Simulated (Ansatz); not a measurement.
**CH8AlBGe: up Jacob's ladder to CCSD(T)**

The task here is to estimate one member of a computed series from the others.

The runs use Ansatz 0.2.0, Gaussian basis; functionals in def2-TZVPP, the program's frozen cores in correlated methods.

The runs, in order: PBE-D4, r2SCAN-D4, PBE0-D4, B3LYP-D4, ωB97X-V, ωB97M-V, B2PLYP; CCSD(T)/def2-TZVPP; MP2/def2-QZVPP; extrapolation to the limit.

## Structure used throughout

An earlier PBE0-D4 in a triple-zeta def2 set relaxation fixed the geometry.

SMILES `C[B]([AlH2])[GeH3]`, 12 atoms, charge 0, spin multiplicity 1.

Atoms are counted from 1 here; the program's logs count them from 0.

Bond lengths: C1–B2 1.558 Å, C1–H5 1.092 Å, C1–H6 1.094 Å, C1–H7 1.107 Å, B2–Al3 2.118 Å, B2–Ge4 2.079 Å, Al3–H8 1.594 Å, Al3–H9 1.595 Å, Ge4–H10 1.544 Å, Ge4–H11 1.543 Å, Ge4–H12 1.546 Å. Angles: B2–C1–H5 116.6°, B2–C1–H6 116.1°, B2–C1–H7 101.7°, H5–C1–H6 109.8°, H5–C1–H7 105.8°, H6–C1–H7 105.3°, C1–B2–Al3 127.8°, C1–B2–Ge4 116.3°, Al3–B2–Ge4 115.9°, B2–Al3–H8 121.2°, B2–Al3–H9 120.8°, H8–Al3–H9 117.9°, B2–Ge4–H10 113.4°, B2–Ge4–H11 114.7°, B2–Ge4–H12 107.3°, H10–Ge4–H11 107.6°, H10–Ge4–H12 107.0°, H11–Ge4–H12 106.3°.

Set-up of the first run:

Input file in.yaml:

```yaml
crystal:
  periodic: [false, false, false]
  atoms:
    - {symbol: C, position_ang: [0.028326, 1.733827, 0.070710]}
    - {symbol: B, position_ang: [-0.015263, 0.183191, 0.218883]}
    - {symbol: Al, position_ang: [-0.599215, -0.942393, 1.915313]}
    - {symbol: Ge, position_ang: [0.476570, -0.917934, -1.475095]}
    - {symbol: H, position_ang: [0.158806, 2.309906, 0.989114]}
    - {symbol: H, position_ang: [0.689294, 2.124794, -0.707964]}
    - {symbol: H, position_ang: [-0.997637, 1.955184, -0.279886]}
    - {symbol: H, position_ang: [0.482687, -1.564775, 2.907456]}
    - {symbol: H, position_ang: [-2.135272, -1.280565, 2.180535]}
    - {symbol: H, position_ang: [0.189232, -0.171937, -2.796122]}
    - {symbol: H, position_ang: [-0.199388, -2.302535, -1.563267]}
    - {symbol: H, position_ang: [1.998862, -1.181964, -1.425577]}
basis:
  gaussian: {orbitals: def2-TZVPP}
hamiltonian: {xc: pbe, dispersion: d4}
output: {forces: true, orbitals: {seedname: orbitals}}
```

The run is started by

```bash
ansatz run in.yaml --threads 4 --pin off --events-out ev --progress --plain --max-ram 10444MiB
```

Steps of the session up to this table: PBE-D4 (GGA); r2SCAN-D4 (meta-GGA); PBE0-D4 (hybrid); B3LYP-D4 (hybrid); ωB97X-V (range-separated); ωB97M-V (range-separated); B2PLYP (double hybrid); CCSD(T) in def2-TZVPP; MP2 in def2-QZVPP.

One table of the session follows, with a row left open; its other results are not shown here.

```
            method  atomisation energy (eV)
            PBE-D4                   37.560
         r2SCAN-D4                   37.768
           PBE0-D4                   37.414
          B3LYP-D4                   37.531
           ωB97X-V                   37.769
           ωB97M-V                   37.494
            B2PLYP                   37.052
     HF/def2-TZVPP                   28.663
    MP2/def2-TZVPP                        ?
   CCSD/def2-TZVPP                   36.471
CCSD(T)/def2-TZVPP                   36.834
           MP2/CBS                   37.384
       CCSD(T)/CBS                   37.551
```

Estimate the missing values for MP2/def2-TZVPP.

As computed: atomisation energy (eV): 36.668. In the column «atomisation energy (eV)» it lies between CCSD/def2-TZVPP (36.471) and CCSD(T)/def2-TZVPP (36.834).
